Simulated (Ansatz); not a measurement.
# ZnFI: the cell at several levels of theory

An exercise on one series of results from a longer session: the logs are not shown, and one member is left open.

Program: Ansatz 0.2.0. PAW datasets, plane waves, zero pressure. Values at 0 K without nuclear motion; spin polarisation is off, and the phase may be a hypothetical one.

**The structure to begin with**

The sheet's in-plane cell has a = 2.785 Å, b = 2.785 Å (γ = 120.0°), and its outermost atoms lie 2.72 Å apart along the normal. Around Zn lie 3 F at 2.11 Å and 3 I at 2.11 Å; around F lie 3 Zn at 2.11 Å; around I lie 3 Zn at 2.11 Å.

Structure file:

```
CELL_PARAMETERS angstrom
2.78534 0.00000 0.00000
-1.39267 2.41217 0.00000
0.00000 0.00000 18.00000
ATOMIC_POSITIONS crystal
Zn 0.33333 0.66667 0.50000
F 0.66667 0.33333 0.57554
I 0.66667 0.33333 0.42446
```
The sheet repeats along a and b alone.

Set-up of the first run:

input.yaml

```yaml
crystal:
  lattice:
    - [2.78533733, 0.0, 0.0]
    - [-1.392668665, 2.4121728859, 0.0]
    - [0.0, 0.0, 18.0]
  atoms:
    - { symbol: Zn, position: [0.3333333333, 0.6666666667, 0.5] }
    - { symbol: F, position: [0.6666666667, 0.3333333333, 0.5755428322] }
    - { symbol: I, position: [0.6666666667, 0.3333333333, 0.4244571678] }
  periodic: [true, true, false]
kpoints:
  mp_grid: { grid: [12, 12, 1] }
hamiltonian:
  xc: pbe
scf:
  occupations: { method: fermi_dirac, width: 0.02 }
relax:
  f_tol: 0.005
  cell: {}
output:
  write_density: true
  write_potential: true
  elf: true
  volumetric_format: npy
```

Command:

```bash
$ ansatz run input.yaml --threads 4 --pin off --max-ram 5529MiB --backend cpu --events-out ev --progress --plain --runs-dir out
```

Steps of the session up to this table: Relaxation with PBE; Relaxation with r2SCAN; PBEsol: cell and atoms; Relaxation with LDA; HSE06: cell and atoms.

One table of the session follows, with a row left open; its other results are not shown here.

```
 level  a (Å)  area (Å²/atom)
   PBE  3.652           3.850
r2SCAN  3.617           3.777
PBEsol  3.579           3.697
   LDA      ?               ?
 HSE06  3.624           3.791
```

Estimate the missing values for LDA.

The run gave: a (Å): 3.522; area (Å²/atom): 3.582. In the column «a (Å)» it is the lowest.

What this shows: From the start to the first minimum the area moved by +71.9 %. The area runs from LDA (least) to PBE (most), a spread of 7.5 %, or 3.7 % in length if all axes shared it alike. The meshes differ: PBE 12×12×1, r2SCAN 12×12×1, PBEsol 12×12×1, LDA 12×12×1, HSE06 6×6×1.

Caveats from the session: Warnings in the runs' records: xc potential rough in thin density, slab cell height set.
